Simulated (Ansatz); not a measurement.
# Mo3Pt: the cost of one run

Computed with Ansatz 0.2.0 (DFT r2SCAN, scalar-relativistic, plane waves, PAW, unless a step's input says otherwise).

## 1. Starting point

Symmetry: Pm-3n, No. 223, cubic system. Conventional cell: a = 4.987 Å, b = 4.987 Å, c = 4.987 Å, α = 90.00°, β = 90.00°, γ = 90.00°. Mo (site symmetry -4m2) has 2 Mo at 2.49 Å and 4 Pt at 2.79 Å as nearest neighbours. Around Pt (site symmetry m-3) lie 12 Mo at 2.79 Å.

Coordinates:

```
CELL_PARAMETERS angstrom
4.98700 0.00000 0.00000
0.00000 4.98700 0.00000
0.00000 0.00000 4.98700
ATOMIC_POSITIONS crystal
Mo 0.25000 0.00000 0.50000
Mo 0.50000 0.75000 0.00000
Mo 0.75000 0.00000 0.50000
Mo 0.50000 0.25000 0.00000
Mo 0.00000 0.50000 0.75000
Mo 0.00000 0.50000 0.25000
Pt 0.00000 0.00000 0.00000
Pt 0.50000 0.50000 0.50000
```

This is candidate A: structure reported for this formula (Pm-3n, No. 223).

(A quick probe on a coarse mesh, which set the mesh and smearing, is not shown.)

## 3. Relaxing cell and atoms (candidate A)

Input file input.yaml:

```yaml
crystal:
  lattice:
    - [4.987, 0.0, 0.0]
    - [0.0, 4.987, 0.0]
    - [0.0, 0.0, 4.987]
  atoms:
    - { symbol: Mo, position: [0.25, 0.0, 0.5] }
    - { symbol: Mo, position: [0.5, 0.75, 0.0] }
    - { symbol: Mo, position: [0.75, 0.0, 0.5] }
    - { symbol: Mo, position: [0.5, 0.25, 0.0] }
    - { symbol: Mo, position: [0.0, 0.5, 0.75] }
    - { symbol: Mo, position: [0.0, 0.5, 0.25] }
    - { symbol: Pt, position: [0.0, 0.0, 0.0] }
    - { symbol: Pt, position: [0.5, 0.5, 0.5] }
basis:
  ecutwfc: 500
kpoints:
  mp_grid: { grid: [8, 8, 8] }
hamiltonian:
  xc: r2scan
scf:
  occupations: { method: gaussian, width: 0.1 }
output:
  forces: true
  stress: true
  eigenvalues: true
  write_density: true
  write_potential: true
  elf: true
  volumetric_format: npy
relax:
  adjacent_minimum: "off"
  f_tol: 0.01
  max_steps: 80
  cell: { stress_tol: 0.05 }
```

Launch:

```sh
ansatz run input.yaml --threads 1 --pin off --max-ram 2560MiB --backend cpu --events-out ev --progress --plain --runs-dir out
```

Q: Estimate wall time and peak memory on 1 thread of Arm Neoverse V2, shared host.

About 2.8 min, with a peak of 0.81 GiB.
